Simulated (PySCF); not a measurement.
# C₄H₉FOSi₂: electronic excitations

What electronic excitations should C₄H₉FOSi₂ (`C[SiH2][C@H](F)C#C[SiH2]O`) show?

Computed with PySCF 2.14.0, with density-fitted response routines of our own, on a single molecule in the gas phase. Atoms are numbered from 0 throughout.

### 1 Starting geometry

17 atoms, charge 0, multiplicity 1; geometry from: GFN2-xTB.

Bonds of the start (Å): C0–Si1 1.89, Si1–C2 1.94, C2–F3 1.40, C2–C4 1.44, C4–C5 1.21, C5–Si6 1.85, Si6–O7 1.63, C0–H8 1.09, C0–H9 1.09, C0–H10 1.09, Si1–H11 1.47, Si1–H12 1.46, C2–H13 1.10, Si6–H14 1.46, Si6–H15 1.47, O7–H16 0.95.

### 2 Ultraviolet spectrum: CAM-B3LYP/def2-SVPD

The job: settings as JSON, then the geometry in Å.

```
{"job": {"kind": "uv", "xc": "CAM-B3LYP", "basis": "def2-SVPD", "nstates": 8, "ntriplets": 3}, "charge": 0, "multiplicity": 1}
C      2.574634     0.728230    -0.256940
Si     2.053583    -1.093194    -0.248937
C      0.666271    -1.300920     1.087145
F      0.267001    -2.641212     1.083304
C     -0.466205    -0.447440     0.825066
C     -1.417216     0.248418     0.568872
Si    -2.895497     1.298174     0.190339
O     -4.202530     0.775282     1.004703
H      1.731891     1.378599    -0.476171
H      2.985850     1.035974     0.700695
H      3.334935     0.904909    -1.010791
H      3.148892    -1.982260     0.153997
H      1.484913    -1.506892    -1.533096
H      1.041340    -1.115486     2.101974
H     -2.726454     2.648204     0.710310
H     -3.117609     1.220543    -1.257491
H     -4.470796    -0.138898     0.996572
```

Level: TDDFT CAM-B3LYP/def2-SVPD, vertical, gas phase, core orbitals frozen in the response.

On the command line:

```sh
$ OMP_NUM_THREADS=1 python probes_run.py task.json out
```

One launch serves the whole session: the jobs run in the order shown.

What will the session give for the following? lowest singlet (CAM-B3LYP/def2-SVPD); brightest single state of those computed; lowest triplet; surface potential, 1st and 99th percentile. Wanted: lowest singlet; brightest single state of those computed; lowest triplet; surface potential, 1st and 99th percentile.

The runs gave:

```
                                quantity                        value
    lowest singlet (CAM-B3LYP/def2-SVPD)  5.18 eV (239 nm), f = 0.007
brightest single state of those computed  state 7, 7.62 eV, f = 0.478
                          lowest triplet                      4.75 eV
   surface potential, 1st and 99th percentile           -1.16 V and 2.09 V
```

**Reading.** The lowest singlet, at 5.18 eV, is HOMO→LUMO 0.81 and is weak; of the 8 states computed, the strongest absorption comes from state 7 at 7.62 eV (the last state computed is bright too, and its partners may lie past the list). The lowest triplet lies 0.43 eV below the lowest singlet (triplets in Tamm-Dancoff, singlets in full TDDFT).
